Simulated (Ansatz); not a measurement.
GeH4SSe, SMILES [SH][GeH2][SeH], a geometry optimisation

Computed with Ansatz 0.2.0 through its Python package.

Run as a notebook:

**Cell 1**
```python
import ansatz as az
import numpy as np
```

**Cell 2**
```python
geh4sse = (
    az.Crystal.molecule()
    .atom('S', [-1.7763, 0.4492, -1.1516])
    .atom('Ge', [0.0309, 0.4791, 0.0498])
    .atom('Se', [1.1311, -1.5594, -0.2796])
    .atom('H', [-2.2497, -0.6321, -0.5047])
    .atom('H', [0.9518, 1.645, -0.4093])
    .atom('H', [-0.3264, 0.6603, 1.548])
    .atom('H', [2.2999, -1.1101, 0.7017])
)
```

**Cell 3**
```python
calculation = geh4sse.calculation().basis(gaussian='def2-SVP').functional('pbe')
symbols = [site.symbol for site in geh4sse.cartesian_sites]
start = np.array([site.position_ang for site in geh4sse.cartesian_sites], dtype=float)
r = calculation.relax(force_tolerance=0.01).run(threads=1).report
end = np.array(r['positions_ang'])
```

**Cell 4**
```python
print('reference energy %16.6f eV' % r['reference_energy_ev'])
print('total energy     %16.6f eV' % r['free_energy_ev'])
print('occupied orbitals outside the frozen core (up, down):', r['n_occupied'], ' frozen:', r['n_frozen'], ' virtual:', r['n_virtual'])
```
Output:
```text
reference energy   -132727.930081 eV
total energy       -132727.930081 eV
occupied orbitals outside the frozen core (up, down): [43, 43]  frozen: 0  virtual: [59, 59]
```

**Cell 5**
```python
print('final positions (A) and the move of each atom')
for symbol, xyz, old in zip(symbols, end, start):
    print(f'{symbol:2s} {xyz[0]:10.5f} {xyz[1]:10.5f} {xyz[2]:10.5f}   {np.linalg.norm(xyz - old):7.4f}')
```
Output:
```text
final positions (A) and the move of each atom
S    -1.77774    0.25367   -1.05756    0.2170
Ge    0.17713    0.63441   -0.00880    0.2212
Se    1.85474   -1.02706   -0.32481    0.8995
H    -2.13411   -0.76880   -0.23031    0.3276
H     0.72642    1.91647   -0.67765    0.4433
H    -0.06663    0.81309    1.51330    0.3034
H     1.28148   -1.88977    0.74013    1.2832
```

Total energies depend on the basis set; only differences at equal settings carry meaning. The end point is the stationary point reached from this start; no frequency run checks that it is a minimum, and the basis set is modest. Wall time of the script: 68 s on 1 thread of Intel(R) Xeon(R) Platinum 8488C (Sapphire Rapids), with other jobs on the host, peak memory 0.23 GiB.

(Lines on the test bed's own set-up are left out of the output.)
